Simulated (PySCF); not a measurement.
**A diatomic session: NiH−**

What are the lowest state that PBE0 finds, the bond length, vibrational wavenumber and bond energy of NiH−, and how much do these hang on the method?

Program: PySCF 2.14.0. Level of theory: Ni def2-TZVPPD, H def2-TZVPPD, no relativity. These are calculated values, not measurements.

4 further runs of the same task are left out: 4 set aside as unsound or not needed.

### 1 The job

Settings of the job:

```json
{
  "atoms": "Ni, H",
  "charge": "-1",
  "basis": "Ni def2-TZVPPD, H def2-TZVPPD",
  "Hamiltonian": "no relativity",
  "basis functions": "84",
  "electrons treated": "30",
  "masses in u": "57.9353, 1.0078",
  "levels": "PBE0, PBE, r²SCAN, M06-L, M06, revPBE, TPSSh, B97-3, ωB97X-V, MP2, SCS-MP2, CCSD, CCSD(T)",
  "grid": "80 radial by 434 angular points",
  "occupations": "held fixed by the projection of orbital angular momentum",
  "dissociation limit": "Ni− + H, each in its ground configuration",
  "starting distance in angstrom": "1.475",
  "values of 2S to try": "0, 2, 4"
}
```

Started as:

```sh
$ OMP_NUM_THREADS=1 python dia.py task.json out
```

The runs that follow: The PBE0 curve of the state that the search chose; PBE (GGA); r²SCAN; M06-L; M06 (hybrid meta-GGA); revPBE (GGA); TPSSh (hybrid meta-GGA); B97-3 (global hybrid GGA); ωB97X-V; Correlated methods on the Hartree–Fock reference.

What does the calculation give? Wanted: for each run, Re; ωe; De; μ.

**Answer**, as computed:

Lowest PBE0 solution found, without spin–orbit coupling: ³Δ (triplet), unpaired electrons σ ↑, δ ↑.

| level | Re (Å) | ωe (cm⁻¹) | De (eV) | μ (D) |
| --- | --- | --- | --- | --- |
| UHF-MP2 | 1.592 | 1281 | 0.137 | n/a |
| UHF-SCS-MP2 | 1.636 | 1257 | 0.63 | n/a |
| UHF-CCSD | 1.557 | 1567 | 2.41 | n/a |
| UHF-CCSD(T) | 1.524 | 1589 | 2.05 | n/a |
| PBE | 1.558 | 1575 | 2.32 | 0.54 |
| revPBE | 1.567 | 1545 | 2.29 | 0.56 |
| r²SCAN | 1.549 | 1611 | 2.60 | 0.55 |
| M06-L | 1.586 | 1507 | 2.25 | 0.76 |
| TPSSh | 1.561 | 1597 | 2.57 | 0.66 |
| PBE0 | 1.559 | 1576 | 2.32 | 0.57 |
| B97-3 | 1.577 | 1516 | 2.22 | 0.61 |
| M06 | 1.586 | 1501 | 1.82 | 0.44 |
| ωB97X-V | 1.568 | 1571 | 2.45 | 0.41 |

De is counted to Ni− + H in their ground configurations. A positive dipole points from Ni to H; in an ion it is taken about the centre of mass and does not tell which atom is negative.

What this shows: Bond lengths run from 1.524 Å (UHF-CCSD(T)) to 1.636 Å (UHF-SCS-MP2). Of the levels with a De here, UHF-MP2 gives the least (0.137 eV) and r²SCAN the most (2.60 eV).

Correlated steps freeze 5 core orbitals. With d or f electrons several states lie close, and the lowest PBE0 determinant need not be the measured ground state. T1 is 0.156 near the minimum (highest on the curve 0.169), which may point to more than one leading configuration. At some levels the lowest empty orbital lies below the highest filled one (the two can be of opposite spin). With some functionals the highest level of the anion is positive, from self-interaction error or because the anion is truly unbound there; the finite basis then holds the extra electron, and no neutral molecule was run to test the binding.
